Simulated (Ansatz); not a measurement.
Write a Python script for Ansatz's Python interface that makes a rigid scan of one bond length of GaH₃O₂S, SMILES [OH][Ga]([OH])[SH]. Use (for the species named): r2scan0, def2-SVP basis, multiplicity 1.

```xyz
7

O    -1.2165   -1.3060   -0.4962
Ga    0.0905   -0.5424    0.3690
O     0.7437   -0.1295    1.6094
S     1.4810    0.3322   -1.5671
H    -1.7005   -0.3942   -0.3667
H     0.1617    0.6609    1.5959
H     0.5013    1.3110   -1.1900
```

Script `gah3o2s.py`:
```python
import warnings

import ansatz as az
import numpy as np

BASIS_SET = "def2-SVP"
XC = "R2SCAN0"

warnings.simplefilter("ignore", az.DeckWarning)

gah3o2s = (
    az.Crystal.molecule()
    .atom("O", (-1.2165, -1.306, -0.4962))
    .atom("Ga", (0.0905, -0.5424, 0.369))
    .atom("O", (0.7437, -0.1295, 1.6094))
    .atom("S", (1.481, 0.3322, -1.5671))
    .atom("H", (-1.7005, -0.3942, -0.3667))
    .atom("H", (0.1617, 0.6609, 1.5959))
    .atom("H", (0.5013, 1.311, -1.19))
)

symbols = [site.symbol for site in gah3o2s.cartesian_sites]
start = np.array([site.position_ang for site in gah3o2s.cartesian_sites])
axis = (start[4] - start[0]) / np.linalg.norm(start[4] - start[0])
moving = [4]
lengths, energies = [0.916, 0.957, 0.999, 1.04, 1.082, 1.124, 1.165, 1.228], []
for length in lengths:
    xyz = start.copy()
    xyz[moving] += (length - np.linalg.norm(start[4] - start[0])) * axis
    point = az.Crystal.molecule()
    for symbol, xyz in zip(symbols, xyz):
        point = point.atom(symbol, xyz.tolist())
    calc = point.calculation()
    calc = calc.basis(gaussian=BASIS_SET)
    calc = calc.functional(XC)
    summary = calc.run(threads=1, pin="off").report
    energies.append(summary["free_energy_ev"])
    print(f"r = {length:6.3f} A  E = {energies[-1]:.5f} eV  <S^2> = {abs(summary['mean_field']['state']['spin_squared']):.3f}")

fit = np.polynomial.Polynomial.fit(lengths, np.array(energies) - min(energies), 4).convert()
roots = [r.real for r in fit.deriv().roots() if abs(r.imag) < 1e-9 and fit.deriv(2)(r.real) > 0]
r_e = min(roots, key=lambda r: abs(r - lengths[int(np.argmin(energies))]))
print(f"minimum of the fit at {r_e:.4f} A, force constant {fit.deriv(2)(r_e):.2f} eV/A^2")
```

```console
$ python gah3o2s.py
r =  0.916 A  E = -67335.96165 eV  <S^2> = 0.000
r =  0.957 A  E = -67336.04797 eV  <S^2> = 0.000
r =  0.999 A  E = -67336.04103 eV  <S^2> = 0.000
r =  1.040 A  E = -67335.96467 eV  <S^2> = 0.000
r =  1.082 A  E = -67335.83381 eV  <S^2> = 0.000
r =  1.124 A  E = -67335.66415 eV  <S^2> = 0.000
r =  1.165 A  E = -67335.47182 eV  <S^2> = 0.000
r =  1.228 A  E = -67335.14282 eV  <S^2> = 0.000
minimum of the fit at 0.9744 A, force constant 48.36 eV/A^2
```

These settings explore the input space; basis and method may be short of convergence. The rest of the molecule is held rigid at a force-field or estimated start geometry, and the basis set is modest; single-reference methods fail as a bond breaks. The orbitals are restricted, so S² is zero by construction. Wall time of the script: 38 s on 1 thread of Intel(R) Xeon(R) Platinum 8488C (Sapphire Rapids) (shared host), peak memory 0.28 GiB.

(Lines on the test bed's own set-up are left out of the output.)
